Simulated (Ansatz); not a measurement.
# CH6BFGeSi: up Jacob's ladder to CCSD(T)

An exercise on one series of results from a longer session: the logs are not shown, and one member is left open.

Program: Ansatz 0.2.0, Gaussian basis. Level of theory: functionals in def2-TZVPP, the program's frozen cores in correlated methods. These are calculated values, not measurements.

Plan: LDA (SPW92), PBE-D4, revPBE-D4, BLYP-D4, r2SCAN-D4, B97M-V, PBE0-D4, B3LYP-D4, r2SCANh-D4, r2SCAN0-D4, HSE06-D4, BHLYP-D4, CAM-B3LYP-D4, LC-ωPBE, ωB97X-V, ωB97M-V, B2PLYP, PBE-QIDH; CCSD(T)/def2-SVP; CCSD(T)/def2-TZVPP; MP2/def2-QZVPP; extrapolation to the limit; RPA on PBE.

## Structure used throughout

All runs share one geometry, relaxed beforehand with PBE0-D4 in a triple-zeta def2 set.

SMILES `[F][Ge]1([SiH3])[BH][CH2]1`, 11 atoms, charge 0, spin multiplicity 1.

Atoms are counted from 1 here; the program's logs count them from 0.

Bond lengths: F1–Ge2 1.753 Å, Ge2–Si3 2.395 Å, Ge2–B4 1.970 Å, Ge2–C5 2.367 Å, Si3–H6 1.484 Å, Si3–H7 1.485 Å, Si3–H8 1.484 Å, B4–C5 1.456 Å, B4–H9 1.186 Å, C5–H10 1.092 Å, C5–H11 1.090 Å. Angles: F1–Ge2–Si3 102.5°, F1–Ge2–B4 118.0°, F1–Ge2–C5 128.4°, Si3–Ge2–B4 133.4°, Si3–Ge2–C5 98.9°, B4–Ge2–C5 37.9°, Ge2–Si3–H6 107.7°, Ge2–Si3–H7 108.7°, Ge2–Si3–H8 109.8°, H6–Si3–H7 109.9°, H6–Si3–H8 110.0°, H7–Si3–H8 110.6°, Ge2–B4–C5 86.0°, Ge2–B4–H9 129.9°, C5–B4–H9 135.0°, Ge2–C5–B4 56.1°, Ge2–C5–H10 80.8°, Ge2–C5–H11 147.2° and more.

Set-up of the first run:

The input, in.yaml:

```yaml
crystal:
  periodic: [false, false, false]
  atoms:
    - {symbol: F, position_ang: [-2.098743, -1.279574, 0.590377]}
    - {symbol: Ge, position_ang: [-0.903599, -0.000264, 0.496663]}
    - {symbol: Si, position_ang: [1.074659, -1.080471, 1.306776]}
    - {symbol: B, position_ang: [-1.218420, 1.466843, -0.779727]}
    - {symbol: C, position_ang: [0.005552, 1.025530, -1.432548]}
    - {symbol: H, position_ang: [0.852686, -1.416367, 2.735259]}
    - {symbol: H, position_ang: [2.217458, -0.140971, 1.179695]}
    - {symbol: H, position_ang: [1.327194, -2.317400, 0.527165]}
    - {symbol: H, position_ang: [-2.237601, 1.948550, -1.147407]}
    - {symbol: H, position_ang: [0.933485, 0.731780, -0.938336]}
    - {symbol: H, position_ang: [0.112528, 1.005444, -2.517417]}
basis:
  gaussian: {orbitals: def2-TZVPP}
hamiltonian: {xc: lda}
output: {orbitals: {seedname: orbitals}}
```

Launch:

```bash
$ ansatz run in.yaml --threads 4 --pin off --events-out ev --progress --plain --max-ram 10444MiB
```

Among the steps run: LDA; PBE-D4 (GGA); revPBE-D4 (GGA); BLYP-D4 (GGA); r2SCAN-D4 (meta-GGA); B97M-V (meta-GGA); B3LYP-D4 (hybrid); r2SCANh-D4 (hybrid); r2SCAN0-D4 (hybrid); HSE06-D4 (hybrid); BHLYP-D4 (hybrid); CAM-B3LYP-D4 (range-separated); LC-ωPBE (range-separated); ωB97X-V (range-separated); ωB97M-V (range-separated); B2PLYP (double hybrid); PBE-QIDH (double hybrid).

One table of the session follows, with a row left open; its other results are not shown here.

It belongs to the step «Orbital energies across the functionals». 

| functional | HOMO (eV) | LUMO (eV) | gap (eV) |
| --- | --- | --- | --- |
| LDA (SPW92) | -6.30 | -2.77 | 3.54 |
| PBE-D4 | -6.13 | -2.56 | 3.56 |
| revPBE-D4 | -6.06 | -2.48 | 3.58 |
| BLYP-D4 | -5.96 | -2.44 | 3.52 |
| r2SCAN-D4 | -6.31 | -2.44 | 3.87 |
| B97M-V | -6.29 | -2.45 | 3.84 |
| PBE0-D4 | -7.07 | -1.81 | 5.26 |
| B3LYP-D4 | -6.87 | -2.00 | 4.87 |
| r2SCANh-D4 | -6.67 | -2.16 | 4.51 |
| r2SCAN0-D4 | -7.20 | -1.75 | 5.46 |
| HSE06-D4 | ? | ? | ? |
| BHLYP-D4 | -7.84 | -0.94 | 6.89 |
| CAM-B3LYP-D4 | -8.23 | -0.80 | 7.43 |
| LC-ωPBE | -9.47 | 0.24 | 9.71 |
| ωB97X-V | -9.16 | 0.18 | 9.33 |
| ωB97M-V | -9.07 | 0.03 | 9.10 |

**Question.** Estimate the row for HSE06-D4.

**Answer.** HOMO (eV): -6.68; LUMO (eV): -2.18; gap (eV): 4.50. In the column «HOMO (eV)» it lies between B3LYP-D4 (-6.87) and r2SCANh-D4 (-6.67).
